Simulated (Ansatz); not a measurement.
# C₃H₉ClSi: a ladder of functionals and wavefunction methods

One table from this session's results is given with a row withheld; the runs are named, their logs left out.

The runs use Ansatz 0.2.0, Gaussian basis; functionals in def2-TZVPP, the program's frozen cores in correlated methods.

Levels to be run: LDA (SPW92), PBE-D4, revPBE-D4, BLYP-D4, r2SCAN-D4, B97M-V, PBE0-D4, B3LYP-D4, r2SCANh-D4, r2SCAN0-D4, HSE06-D4, BHLYP-D4, CAM-B3LYP-D4, LC-ωPBE, ωB97X-V, ωB97M-V, B2PLYP, PBE-QIDH; CCSD(T)/def2-SVP; CCSD(T)/def2-TZVPP; MP2/def2-QZVPP; extrapolation to the limit; RPA on PBE.

## Structure used throughout

An earlier PBE0-D4 in a triple-zeta def2 set relaxation fixed the geometry.

SMILES `CC(C)[SiH2]Cl`, 14 atoms, charge 0, spin multiplicity 1.

Atoms are counted from 1 here; the program's logs count them from 0.

Bond lengths: C1–C2 1.526 Å, C1–H6 1.093 Å, C1–H7 1.093 Å, C1–H8 1.094 Å, C2–C3 1.526 Å, C2–Si4 1.872 Å, C2–H9 1.100 Å, C3–H10 1.093 Å, C3–H11 1.093 Å, C3–H12 1.094 Å, Si4–Cl5 2.065 Å, Si4–H13 1.485 Å, Si4–H14 1.485 Å. Angles: C2–C1–H6 112.1°, C2–C1–H7 111.0°, C2–C1–H8 110.6°, H6–C1–H7 107.7°, H6–C1–H8 107.8°, H7–C1–H8 107.5°, C1–C2–C3 111.7°, C1–C2–Si4 111.7°, C1–C2–H9 108.6°, C3–C2–Si4 111.7°, C3–C2–H9 108.6°, Si4–C2–H9 104.1°, C2–C3–H10 111.0°, C2–C3–H11 112.1°, C2–C3–H12 110.6°, H10–C3–H11 107.7°, H10–C3–H12 107.5°, H11–C3–H12 107.8° and more.

As a file:

```xyz
14
charge 0, multiplicity 1
C     0.0837    0.9977   -1.1453
C    -0.4521    0.1692    0.0190
C    -0.7485   -1.2684   -0.3991
Si    0.6896    0.2377    1.5008
Cl    2.5167   -0.5905    1.0108
H     0.2525    2.0404   -0.8650
H     1.0323    0.5934   -1.5090
H    -0.6209    0.9868   -1.9823
H    -1.3850    0.6296    0.3771
H     0.1622   -1.7754   -0.7294
H    -1.1775   -1.8543    0.4176
H    -1.4570   -1.2889   -1.2327
H     0.9442    1.6375    1.9256
H     0.1471   -0.5439    2.6406
```

Set-up of the first run:

Input file in.yaml:

```yaml
crystal:
  periodic: [false, false, false]
  atoms:
    - {symbol: C, position_ang: [0.083721, 0.997681, -1.145274]}
    - {symbol: C, position_ang: [-0.452123, 0.169162, 0.019042]}
    - {symbol: C, position_ang: [-0.748499, -1.268388, -0.399098]}
    - {symbol: Si, position_ang: [0.689631, 0.237738, 1.500771]}
    - {symbol: Cl, position_ang: [2.516681, -0.590452, 1.010822]}
    - {symbol: H, position_ang: [0.252507, 2.040428, -0.865018]}
    - {symbol: H, position_ang: [1.032276, 0.593436, -1.508959]}
    - {symbol: H, position_ang: [-0.620870, 0.986836, -1.982337]}
    - {symbol: H, position_ang: [-1.384977, 0.629591, 0.377079]}
    - {symbol: H, position_ang: [0.162166, -1.775414, -0.729351]}
    - {symbol: H, position_ang: [-1.177528, -1.854327, 0.417575]}
    - {symbol: H, position_ang: [-1.456955, -1.288917, -1.232713]}
    - {symbol: H, position_ang: [0.944158, 1.637452, 1.925591]}
    - {symbol: H, position_ang: [0.147112, -0.543927, 2.640571]}
basis:
  gaussian: {orbitals: def2-TZVPP}
hamiltonian: {xc: lda}
output: {orbitals: {seedname: orbitals}}
```

Among the steps run: LDA; PBE-D4 (GGA); revPBE-D4 (GGA); BLYP-D4 (GGA); r2SCAN-D4 (meta-GGA); B97M-V (meta-GGA); PBE0-D4 (hybrid); B3LYP-D4 (hybrid); r2SCANh-D4 (hybrid); r2SCAN0-D4 (hybrid); HSE06-D4 (hybrid); BHLYP-D4 (hybrid); CAM-B3LYP-D4 (range-separated); LC-ωPBE-D4 (range-separated; the results give it without D4); ωB97X-V (range-separated); ωB97M-V (range-separated); B2PLYP (double hybrid); PBE-QIDH (double hybrid).

One table of the session follows, with a row left open; its other results are not shown here.

It belongs to the step «Frontier levels by functional». 

```
  functional  HOMO (eV)  LUMO (eV)  gap (eV)
 LDA (SPW92)      -7.01      -0.78      6.23
      PBE-D4      -6.93      -0.50      6.42
   revPBE-D4      -6.88      -0.38      6.50
     BLYP-D4      -6.82      -0.37      6.45
   r2SCAN-D4      -7.20      -0.08      7.12
      B97M-V      -7.34      -0.24      7.10
     PBE0-D4      -8.19       0.38      8.58
    B3LYP-D4          ?          ?         ?
  r2SCANh-D4      -7.66       0.22      7.88
  r2SCAN0-D4      -8.37       0.65      9.02
    HSE06-D4      -7.79       0.01      7.80
    BHLYP-D4      -9.40       1.27     10.67
CAM-B3LYP-D4      -9.56       1.38     10.94
     LC-ωPBE     -10.88       2.59     13.47
     ωB97X-V     -10.55       2.42     12.97
     ωB97M-V     -10.40       2.10     12.50
```

**Question.** Estimate the row for B3LYP-D4.

Worked estimate for «HOMO (eV)». Against the share of exact exchange, BLYP-D4 (0, -6.82), BHLYP-D4 (0.5, -9.40) give a slope of -5.16 per unit share; at 0.2 the line stands at -7.85.

The run gave: HOMO (eV): -8.00; LUMO (eV): 0.16; gap (eV): 8.16. In «HOMO (eV)» the line misses by +0.15.
